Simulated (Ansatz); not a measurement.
# AgWS4: the cost of one run

Program: Ansatz 0.2.0. Level of theory: DFT PBE, scalar-relativistic, plane waves, PAW. These are calculated values, not measurements.

## 1. The structure to begin with

The structure is cubic, space group F-43m (No. 216). Conventional cell: a = 8.263 Å, b = 8.263 Å, c = 8.263 Å, α = 90.00°, β = 90.00°, γ = 90.00°. Ag (site symmetry -43m) is surrounded by 12 S at 3.43 Å and 4 W at 3.58 Å. W (site symmetry -43m) is surrounded by 12 S at 3.43 Å and 4 Ag at 3.58 Å. S (site symmetry 3m) is surrounded by 6 S at 2.92 to 2.93 Å and 3 W at 3.43 Å and 3 Ag at 3.43 Å.

Coordinates:

```xyz
6
Lattice="0.0000 4.1313 4.1313 4.1313 0.0000 4.1313 4.1313 4.1313 0.0000" Properties=species:S:1:pos:R:3 pbc="T T T"
Ag    0.0000    0.0000    0.0000
W     6.1970    6.1970    6.1970
S     3.0999    5.1628    5.1628
S     3.0999    3.0999    3.0999
S     5.1628    3.0999    5.1628
S     5.1628    5.1628    3.0999
```

Recipe of the guess: species swapped into a database cell of PrHoAl4 (F-43m, No. 216), with Ag on the Pr sites, W on the Ho sites and S on the Al sites. Its size is a rough estimate.

## 2. The guess as it stands, on a coarse mesh

input.yaml

```yaml
crystal:
  lattice:
    - [0.0, 4.13133669, 4.13133669]
    - [4.13133669, 0.0, 4.13133669]
    - [4.13133669, 4.13133669, 0.0]
  atoms:
    - { symbol: Ag, position: [0.0, 0.0, 0.0] }
    - { symbol: W, position: [0.75, 0.75, 0.75] }
    - { symbol: S, position: [0.87449414, 0.37516862, 0.37516862] }
    - { symbol: S, position: [0.37516862, 0.37516862, 0.37516862] }
    - { symbol: S, position: [0.37516862, 0.87449414, 0.37516862] }
    - { symbol: S, position: [0.37516862, 0.37516862, 0.87449414] }
basis:
  ecutwfc: 420
kpoints:
  mp_grid: { grid: [4, 4, 4] }
hamiltonian:
  xc: pbe
scf:
  occupations: { method: gaussian, width: 0.1 }
  lower_state_search: "off"
output:
  forces: true
  stress: true
  eigenvalues: true
```

On the command line:

```sh
ansatz run input.yaml --threads 1 --pin off --max-ram 2048MiB --backend cpu --events-out ev --progress --plain --runs-dir out
```

Q: Estimate wall time and peak memory on 1 thread of AMD EPYC 7R13 (Zen 3), shared host.

About 2.4 s, with a peak of 0.41 GiB.
